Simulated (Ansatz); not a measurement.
**C₆H₁₅FO₃Sn: basis-set convergence**

One table from this session's results is given with a row withheld; the runs are named, their logs left out.

Program: Ansatz 0.2.0, Gaussian basis. Level of theory: one geometry, several basis sets. These are calculated values, not measurements.

Levels to be run: PBE0-D4/def2-SVP; ωB97M-V/def2-SVP; PBE0-D4/def2-QZVPP; ωB97M-V/def2-QZVPP; the functionals' def2-TZVPP values are taken from earlier runs.

**The geometry**

An earlier PBE0-D4 in a triple-zeta def2 set relaxation fixed the geometry. Sn takes the def2 core potential; no spin-orbit term is included.

SMILES `CC[O][Sn]([F])([O]CC)[O]CC`, 26 atoms, charge 0, spin multiplicity 1.

Atoms are counted from 1 here; the program's logs count them from 0.

Bond lengths: C1–C2 1.508 Å, C1–H12 1.092 Å, C1–H13 1.093 Å, C1–H14 1.092 Å, C2–O3 1.423 Å, C2–H15 1.098 Å, C2–H16 1.097 Å, O3–Sn4 1.939 Å, Sn4–F5 1.908 Å, Sn4–O6 1.932 Å, Sn4–O9 1.932 Å, O6–C7 1.424 Å, C7–C8 1.508 Å, C7–H17 1.097 Å, C7–H18 1.098 Å, C8–H19 1.092 Å, C8–H20 1.093 Å, C8–H21 1.092 Å and more. Angles: C2–C1–H12 110.5°, C2–C1–H13 110.3°, C2–C1–H14 110.6°, H12–C1–H13 108.5°, H12–C1–H14 108.4°, H13–C1–H14 108.5°, C1–C2–O3 108.4°, C1–C2–H15 110.0°, C1–C2–H16 110.2°, O3–C2–H15 110.3°, O3–C2–H16 110.6°, H15–C2–H16 107.4°, C2–O3–Sn4 120.8°, O3–Sn4–F5 106.5°, O3–Sn4–O6 115.5°, O3–Sn4–O9 108.4°, F5–Sn4–O6 105.1°, F5–Sn4–O9 111.7° and more.

The first run:

in.yaml

```yaml
crystal:
  periodic: [false, false, false]
  atoms:
    - {symbol: C, position_ang: [0.873198, 2.307709, 3.089763]}
    - {symbol: C, position_ang: [-0.050662, 2.109338, 1.914385]}
    - {symbol: O, position_ang: [0.168201, 0.806326, 1.387263]}
    - {symbol: Sn, position_ang: [-0.935345, 0.118146, -0.050574]}
    - {symbol: F, position_ang: [-2.745367, 0.468509, 0.440472]}
    - {symbol: O, position_ang: [-0.703014, 0.980717, -1.763541]}
    - {symbol: C, position_ang: [0.417690, 0.654528, -2.579002]}
    - {symbol: C, position_ang: [0.265809, 1.371617, -3.896832]}
    - {symbol: O, position_ang: [-0.598010, -1.775731, -0.225992]}
    - {symbol: C, position_ang: [-0.534088, -2.612699, 0.924268]}
    - {symbol: C, position_ang: [-0.029912, -3.967882, 0.496303]}
    - {symbol: H, position_ang: [0.668195, 1.568294, 3.866386]}
    - {symbol: H, position_ang: [0.736389, 3.305020, 3.515599]}
    - {symbol: H, position_ang: [1.914976, 2.202479, 2.780435]}
    - {symbol: H, position_ang: [0.148377, 2.868850, 1.146755]}
    - {symbol: H, position_ang: [-1.094671, 2.226901, 2.230102]}
    - {symbol: H, position_ang: [0.475009, -0.428937, -2.741648]}
    - {symbol: H, position_ang: [1.350086, 0.963791, -2.087862]}
    - {symbol: H, position_ang: [-0.650429, 1.056326, -4.399392]}
    - {symbol: H, position_ang: [1.114668, 1.150011, -4.548823]}
    - {symbol: H, position_ang: [0.219308, 2.451234, -3.741804]}
    - {symbol: H, position_ang: [-1.529688, -2.705924, 1.376252]}
    - {symbol: H, position_ang: [0.133484, -2.181257, 1.680466]}
    - {symbol: H, position_ang: [-0.695080, -4.404505, -0.251159]}
    - {symbol: H, position_ang: [0.017786, -4.642659, 1.354868]}
    - {symbol: H, position_ang: [0.969093, -3.886299, 0.063516]}
basis:
  gaussian: {orbitals: def2-SVP}
hamiltonian: {xc: pbe0, dispersion: d4}
output: {orbitals: {seedname: orbitals}}
```

The run is started by

```
$ ansatz run in.yaml --threads 11 --pin off --events-out ev --progress --plain --max-ram 120832MiB --backend cpu
```

Steps of the session up to this table: PBE0-D4 in def2-SVP; ωB97M-V in def2-SVP; PBE0-D4 in def2-QZVPP; ωB97M-V in def2-QZVPP.

One table of the session follows, with a row left open; its other results are not shown here.

It belongs to the step «Density functionals: the series». 

```
functional       basis  HOMO (eV)
   PBE0-D4    def2-SVP      -8.02
   PBE0-D4  def2-TZVPP          ?
   PBE0-D4  def2-QZVPP      -8.13
   ωB97M-V    def2-SVP     -10.41
   ωB97M-V  def2-TZVPP     -10.53
   ωB97M-V  def2-QZVPP     -10.55
```

Estimate the missing values for PBE0-D4, def2-TZVPP.

The run gave: HOMO (eV): -8.11. In the column «HOMO (eV)» it lies between PBE0-D4, def2-QZVPP (-8.13) and PBE0-D4, def2-SVP (-8.02).
